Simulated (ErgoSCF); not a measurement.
# AsH3 (arsine): levels of theory compared

We compute a comparison of 6 runs (HF/STO-3G, HF/3-21G, HF/pcseg-1, HF/def2-SVP, B3LYP/6-31G*, PBE0/def2-SVP) of AsH3 (arsine). 

The calculation is run with ErgoSCF 3.8.

2 further runs of the same task are left out: 2 set aside as unsound or not needed.

## Step 1: The structure to begin with

AsH3: 4 atoms, total charge 0, spin state singlet. As SMILES, `[AsH3]`. Geometry: relaxed at PBE0-D4/def2-TZVP.

Bond lengths: As1–H2 1.522 Å, As1–H3 1.522 Å, As1–H4 1.522 Å. Angles: H2–As1–H3 92.0°, H2–As1–H4 92.0°, H3–As1–H4 92.0°.

## Step 2: The energy at HF/STO-3G (run 1)

job.ego reads:

```
set_nthreads("env")
molecule_inline
As    -0.40780290     0.92143046    -0.65384524
H      0.66121517     1.19109438     2.00197586
H     -2.01822750    -1.33320178     0.11546227
H      1.76481523    -0.77951203    -1.46359288
EOF
scf.use_diagonalization = 1
scf.output_mulliken_pop = 1
tmpdir = "."
basis = "STO-3G"
scf.max_number_of_iterations = 120
run "HF"
```

The basis set STO-3G is read from a file made from the Basis Set Exchange's data (not shown).

Started as:

```console
$ ergo job.ego
```

What it wrote:

```text
[...]
INSC SCF_general constructor, number of basis functions: 21
[...]
INSC Energy   1 =      -2174.02890906927
[...]
INDE E_LUMO =          0.40791418775
[...]
INSC Energy   8 =      -2211.00798932276  ( diff     -0.000000000004093 )
[...]
RESC CONVERGED after   8 iterations.
RESC FINAL ENERGY:      -2211.00798932276
[...]
INSC SCF: dipole_moment_x [atomic units] =       0.11252431
INSC SCF: dipole_moment_y [atomic units] =      -0.25428304
INSC SCF: dipole_moment_z [atomic units] =       0.18041708
[...]
```

Wall time 0.87 s (1 thread of Intel Xeon 6975P-C (Granite Rapids), shared host); peak memory 0.26 GiB.

## Step 3: A single-point energy at HF/3-21G (run 2)

molecule.xyz reads:

```xyz
4
AsH3
As    -0.215800     0.487600    -0.346000
H      0.349900     0.630300     1.059400
H     -1.068000    -0.705500     0.061100
H      0.933900    -0.412500    -0.774500
```

job.ego reads:

```
set_nthreads("env")
scf.output_mulliken_pop = 1
basis = "3-21G"
scf.use_diagonalization = 1
scf.max_number_of_iterations = 120
tmpdir = "."
charge = 0
molecule "molecule.xyz"
run "HF"
```

The basis set 3-21G is read from a file made from the Basis Set Exchange's data (not shown).

Started as:

```console
$ ergo job.ego
```

What it wrote:

```text
[...]
INSC SCF_general constructor, number of basis functions: 28
[...]
INSC Energy   1 =      -1768.65524537233
[...]
INDE E_LUMO =          0.15827507643
[...]
INSC Energy  10 =      -2225.12810034865  ( diff     -0.000000000017280 )
[...]
RESC CONVERGED after  10 iterations.
RESC FINAL ENERGY:      -2225.12810034865
[...]
INSC SCF: dipole_moment_x [atomic units] =       0.07280411
INSC SCF: dipole_moment_y [atomic units] =      -0.16456761
INSC SCF: dipole_moment_z [atomic units] =       0.11676604
[...]
```

Run time: 1.2 s. Hardware: 1 thread of Intel Xeon 6975P-C (Granite Rapids), shared host; peak memory 0.26 GiB.

Runs 3 to 4 aren't shown in full; the table further down has their settings and results.

## Step 4: A single-point energy at B3LYP/6-31G(d) (spherical functions) (run 5)

run.inp reads:

```
set_nthreads("env")
molecule_inline Angstrom
As -0.215800 0.487600 -0.346000
H  0.349900 0.630300 1.059400
H  -1.068000 -0.705500 0.061100
H  0.933900 -0.412500 -0.774500
EOF
tmpdir = "."
spin_polarization = 0
scf.output_mulliken_pop = 1
XC.angint = 41
basis = "6-31G*"
scf.max_number_of_iterations = 120
XC.radint = 1e-11
scf.use_diagonalization = 1
XC.sparse_mode = 0
run "B3LYP-G"
```

The basis set 6-31G* is read from a file made from the Basis Set Exchange's data (not shown).

Started as:

```console
$ ergo run.inp
```

What it wrote:

```text
[...]
INDF Weighted mixed functional:
[...]
INSC Energy   1 =      -1466.17383942662
[...]
INDE E_LUMO =          0.02482735823
[...]
INSC Energy  14 =      -2237.41280094834  ( diff     -0.000000000073214 )
[...]
RESC CONVERGED after  14 iterations.
RESC FINAL ENERGY:      -2237.41280094834
[...]
INSC SCF: dipole_moment_x [atomic units] =       0.07646528
INSC SCF: dipole_moment_y [atomic units] =      -0.17283587
INSC SCF: dipole_moment_z [atomic units] =       0.12263753
[...]
```

Run time: 6.3 s. Hardware: 1 thread of Intel Xeon 6975P-C (Granite Rapids), shared host; peak memory 0.26 GiB.

## Step 5: The energy at PBE0/def2-SVP (run 6)

input.ego reads:

```
set_nthreads(1)
scf.max_number_of_iterations = 120
scf.output_mulliken_pop = 1
XC.sparse_mode = 0
XC.radint = 1e-11
basis = "def2-SVP"
scf.use_diagonalization = 1
XC.angint = 41
charge = 0
tmpdir = "."
molecule_inline Angstrom
As    -0.215800     0.487600    -0.346000
H      0.349900     0.630300     1.059400
H     -1.068000    -0.705500     0.061100
H      0.933900    -0.412500    -0.774500
EOF
run "PBE0"
```

The basis set def2-SVP is read from a file made from the Basis Set Exchange's data (not shown).

Started as:

```console
$ ergo input.ego
```

What it wrote:

```text
[...]
INDF Weighted mixed functional:
[...]
INSC Energy   1 =      -1254.78268298543
[...]
INDE E_LUMO =          0.03136994904
[...]
INSC Energy  15 =      -2237.10733378143  ( diff     -0.000000000007276 )
[...]
RESC CONVERGED after  15 iterations.
RESC FINAL ENERGY:      -2237.10733378143
[...]
INSC SCF: dipole_moment_x [atomic units] =       0.06820402
INSC SCF: dipole_moment_y [atomic units] =      -0.15416003
INSC SCF: dipole_moment_z [atomic units] =       0.10938395
[...]
```

Wall time 10 s (1 thread of Intel Xeon 6975P-C (Granite Rapids), shared host); peak memory 0.26 GiB.

## Step 6: Overview of the runs

```tsv
run	level	integration grid	radint	energy (Eh)	dipole moment (D)	wall time
1	HF/STO-3G	–	–	-2211.007989	0.84	0.87 s
2	HF/3-21G	–	–	-2225.128100	0.55	1.2 s
3	HF/pcseg-1	–	–	-2235.636318	0.49	7.5 s
4	HF/def2-SVP	–	–	-2235.650911	0.42	7.8 s
5	B3LYP/6-31G* (spherical functions)	Turbo	1e-11	-2237.412801	0.57	6.3 s
6	PBE0/def2-SVP	Turbo	1e-11	-2237.107334	0.51	10 s
```

## Step 7: Results

| quantity | value |
| --- | --- |
| run 6: total energy | -2237.10733 Eh |
| run 6: dipole moment | 0.51 D |

What this shows: The dipole moment (its size) runs from 0.42 D (HF/def2-SVP) to 0.84 D (HF/STO-3G). Totals of different functionals can't be ranked against each other. In run 1 the basis is minimal, so the values are rough. All runs together took 34 s, the longest 10 s.
